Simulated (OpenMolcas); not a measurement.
# Re⁵⁺ among point charges: CASSCF and CASPT2 levels and susceptibility

Aim: the splitting of the states of Re⁵⁺ in the field of 4 point charges, its lowest levels with spin-orbit coupling and its magnetic susceptibility.

Program: OpenMolcas 26.06. Level of theory: state-averaged CASSCF and CASPT2, spin-orbit coupling by RASSI with atomic mean-field integrals. These are calculated values, not measurements, unless marked.

## Step 1: The atom as given

* Species: Re⁵⁺ (rhenium, Z = 75, 70 electrons)
* Basis: ANO-RCC-VTZP [8s7p5d3f2g1h], 104 functions
* Scalar Hamiltonian: DKH2, point nucleus
* Inactive shells: 1s 2s 2p 3s 3p 3d 4s 4p 4d 4f 5s 5p
* Active space: 2 electrons in 5 orbitals (5d)
* Some configurations of this space: 5d2
* Orbitals: optimised for each spin and parity, averaged over all roots

Outer shells as boxes (Hund's rule):

5d2
```
5d [↑ ][↑ ][  ][  ][  ]
```

The ion sits among 4 point charges of -1.6 e arranged as a square (D4h), 2.22 Å from the ion.

Each step is its own input file, run in one work folder so that later steps find the files of earlier ones. Labels, J, g values, rates, χT and fits are worked out afterwards by a script from the matrices that RASSI stores. The input lists half of the charges; inversion (Group=XYZ) makes the rest.

## Step 2: Basis and integrals

The input, a.inp:

```
&GATEWAY
Coord
1

Re 0.0 0.0 0.0
Basis=ANO-RCC-VTZP
Group=XYZ
NoMove
AngMom=0.0 0.0 0.0
AMFI
XField
2 Angstrom 0
2.220000 0.000000 0.000000 -1.600000
0.000000 2.220000 0.000000 -1.600000
&SEWARD
```

On the command line:

```console
$ OMP_NUM_THREADS=1 MOLCAS_MEM=1689 MOLCAS_PROJECT=a pymolcas a.inp > a.log
```

## Step 3: Reference wave functions, triplets of even parity, 10 roots

The input, a.inp:

```
&RASSCF
FileOrb=start.orb
Symmetry=1
Spin=3
nActEl=2 0 0
Inactive=15 19
Ras2=5 0
CIRoot=10 10 1
SDav=10
CIMx=300
Iter=120 100
PrWF=0.3
OrbListing=Nothing
MaxOrb=0
>>> COPY $Project.JobIph JOB001
```

start.orb holds the contracted functions of the basis, ordered by shell, or the orbitals of the step before.

## Step 4: Reference wave functions, singlets of even parity, 15 roots

The input, a.inp:

```
&RASSCF
FileOrb=start.orb
Symmetry=1
Spin=1
nActEl=2 0 0
Inactive=15 19
Ras2=5 0
CIRoot=15 15 1
SDav=15
CIMx=300
Iter=120 100
PrWF=0.3
OrbListing=Nothing
MaxOrb=0
>>> COPY $Project.JobIph JOB002
```

## Step 5: RASSI: spin-orbit coupling between the states

The input, a.inp:

```
&RASSI
NrOfJobIphs=2 10 15
1 2 3 4 5 6 7 8 9 10
1 2 3 4 5 6 7 8 9 10 11 12 13 14 15
IphNames
JOB001
JOB002
EJob
SpinOrbit
DIPRint=1.0
SOCoupling=1000.0
Subsets=2
Property=9
'ANGMOM' 1 'ANGMOM' 2 'ANGMOM' 3 'MLTPL  1' 1 'MLTPL  1' 2 'MLTPL  1' 3
'AMFI' 1 'AMFI' 2 'AMFI' 3
SOProperty=3
'ANGMOM' 1 'ANGMOM' 2 'ANGMOM' 3
```

## Step 6: CASPT2: IPEA 0.25, imaginary shift 0.1 (closed shells correlated: 5s 5p)

The input, a.inp:

```
>>> COPY JOB001 $Project.JobIph
&CASPT2
Multistate=10 1 2 3 4 5 6 7 8 9 10
NoMult
Frozen=14 16
IPEA=0.25
Imaginary=0.1
MaxIter=60
WThr=0.0 0.3 0.05
PrWF=0.5
NoMix
>>> COPY JOB002 $Project.JobIph
&CASPT2
Multistate=15 1 2 3 4 5 6 7 8 9 10 11 12 13 14 15
NoMult
Frozen=14 16
IPEA=0.25
Imaginary=0.1
MaxIter=60
WThr=0.0 0.3 0.05
PrWF=0.5
NoMix
```

(Steps that only read results are left out.)

**Question.** What will these runs give? Wanted: spin-free ground state; first state of the same spin within the active space; lowest level; next level.

The runs gave:

| quantity | value |
| --- | --- |
| method | SS-CASPT2, IPEA 0.25, imaginary shift 0.1 (closed shells correlated: 5s 5p) |
| spin-free ground state | 3E, 2-fold in its orbital part |
| first state of the same spin within the active space | 3A2 at 135 cm⁻¹ |
| lowest level | 1-fold A1 |
| next level | 2373.7 cm⁻¹ |
| χT at 300 K | 0.04 cm³ K/mol |
| effective moment at 300 K | 0.57 μB |

Cost by method:

```
                                              method  time of its own steps  time with the reference
                                           A. CASSCF                  8.1 s                    8.1 s
B. SS-CASPT2, IPEA 0.25, imaginary shift 0.1, +5s 5p                    8 s                     16 s
```

Times are of one thread on a shared host.

The spin-free ground state (3E) comes to 80 % from free-ion F terms and keeps the highest spin of the shell. χT at 300 K is 0.04, against 1.00 cm³ K/mol for the spin alone, so spin-orbit coupling lowers it. The field of point charges can differ much from that of real complexes. Point charges carry no covalency, so the field is a model and not that of real ligands.
